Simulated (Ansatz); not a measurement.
**ClH7OSi3: one species, many methods**

An exercise on one series of results from a longer session: the logs are not shown, and one member is left open.

Computed with Ansatz 0.2.0, Gaussian basis. Level: functionals in def2-TZVPP, the program's frozen cores in correlated methods.

The runs, in order: PBE-D4, r2SCAN-D4, PBE0-D4, B3LYP-D4, ωB97X-V, ωB97M-V, B2PLYP; CCSD(T)/def2-TZVPP; MP2/def2-QZVPP; extrapolation to the limit.

### The geometry

An earlier PBE0-D4 in a triple-zeta def2 set relaxation fixed the geometry.

12 atoms, charge 0, spin multiplicity 1.

Atoms are counted from 1 here; the program's logs count them from 0.

Bond lengths: O1–Si2 1.649 Å, O1–H6 0.960 Å, Si2–Si3 2.349 Å, Si2–H7 1.484 Å, Si2–H8 1.491 Å, Si3–Si4 2.339 Å, Si3–Cl5 2.089 Å, Si3–H9 1.489 Å, Si4–H10 1.486 Å, Si4–H11 1.486 Å, Si4–H12 1.488 Å. Angles: Si2–O1–H6 116.4°, O1–Si2–Si3 109.1°, O1–Si2–H7 106.9°, O1–Si2–H8 112.0°, Si3–Si2–H7 112.0°, Si3–Si2–H8 107.9°, H7–Si2–H8 108.9°, Si2–Si3–Si4 115.4°, Si2–Si3–Cl5 103.4°, Si2–Si3–H9 112.3°, Si4–Si3–Cl5 108.2°, Si4–Si3–H9 110.5°, Cl5–Si3–H9 106.4°, Si3–Si4–H10 110.6°, Si3–Si4–H11 109.3°, Si3–Si4–H12 109.0°, H10–Si4–H11 109.5°, H10–Si4–H12 109.3° and more.

Geometry (Å):

```mol
ClH7OSi3
  3D, bonds by distance, orders not assigned

 12 11  0  0  0  0  0  0  0  0999 V2000
   -2.6215    0.7754    1.2394 O   0  0
   -1.5336   -0.3922    0.8254 Si  0  0
    0.4991    0.6258    0.2338 Si  0  0
    1.9331   -0.6792   -1.0745 Si  0  0
   -0.0987    2.2750   -0.9005 Cl  0  0
   -2.6430    1.5558    0.6809 H   0  0
   -1.3879   -1.2843    2.0022 H   0  0
   -1.9976   -1.2007   -0.3381 H   0  0
    1.2229    1.1693    1.4155 H   0  0
    3.1348    0.1013   -1.4686 H   0  0
    1.2129   -1.1312   -2.2931 H   0  0
    2.3565   -1.8702   -0.2886 H   0  0
  1  2  8  0
  2  3  8  0
  3  4  8  0
  3  5  8  0
  1  6  8  0
  2  7  8  0
  2  8  8  0
  3  9  8  0
  4 10  8  0
  4 11  8  0
  4 12  8  0
M  END
```

The first run:

The input, in.yaml:

```yaml
crystal:
  periodic: [false, false, false]
  atoms:
    - {symbol: O, position_ang: [-2.621472, 0.775417, 1.239449]}
    - {symbol: Si, position_ang: [-1.533580, -0.392229, 0.825369]}
    - {symbol: Si, position_ang: [0.499136, 0.625842, 0.233777]}
    - {symbol: Si, position_ang: [1.933116, -0.679155, -1.074483]}
    - {symbol: Cl, position_ang: [-0.098715, 2.275016, -0.900496]}
    - {symbol: H, position_ang: [-2.642958, 1.555776, 0.680892]}
    - {symbol: H, position_ang: [-1.387908, -1.284260, 2.002158]}
    - {symbol: H, position_ang: [-1.997641, -1.200732, -0.338113]}
    - {symbol: H, position_ang: [1.222871, 1.169346, 1.415527]}
    - {symbol: H, position_ang: [3.134804, 0.101330, -1.468587]}
    - {symbol: H, position_ang: [1.212880, -1.131173, -2.293091]}
    - {symbol: H, position_ang: [2.356464, -1.870178, -0.288603]}
basis:
  gaussian: {orbitals: def2-TZVPP}
hamiltonian: {xc: pbe, dispersion: d4}
output: {forces: true, orbitals: {seedname: orbitals}}
```

Started as:

```bash
> ansatz run in.yaml --threads 4 --pin off --events-out ev --progress --plain --max-ram 10444MiB
```

Steps of the session up to this table: PBE-D4 (GGA); r2SCAN-D4 (meta-GGA); PBE0-D4 (hybrid); B3LYP-D4 (hybrid); ωB97X-V (range-separated); ωB97M-V (range-separated); B2PLYP (double hybrid); CCSD(T) in def2-TZVPP; MP2 in def2-QZVPP.

One of the session's tables, all rows but one given; the rest of the session is left out.

| method | atomisation energy (kJ/mol) |
| --- | --- |
| PBE-D4 | 3740.4 |
| r2SCAN-D4 | 3762.6 |
| PBE0-D4 | 3713.4 |
| B3LYP-D4 | 3739.7 |
| ωB97X-V | 3791.5 |
| ωB97M-V | 3759.8 |
| B2PLYP | 3689.3 |
| HF/def2-TZVPP | 2800.4 |
| MP2/def2-TZVPP | ? |
| CCSD/def2-TZVPP | 3611.7 |
| CCSD(T)/def2-TZVPP | 3656.1 |
| MP2/CBS | 3787.3 |
| CCSD(T)/CBS | 3771.2 |

**Question.** Estimate the row for MP2/def2-TZVPP.

As computed: atomisation energy (kJ/mol): 3672.2. In the column «atomisation energy (kJ/mol)» it lies between CCSD(T)/def2-TZVPP (3656.1) and B2PLYP (3689.3).

Limits of these values: Free atoms (1 O, 3 Si, 1 Cl, 7 H) were run apart at each level; the atomisation energy is their sum less the molecule, without zero-point or spin-orbit terms.
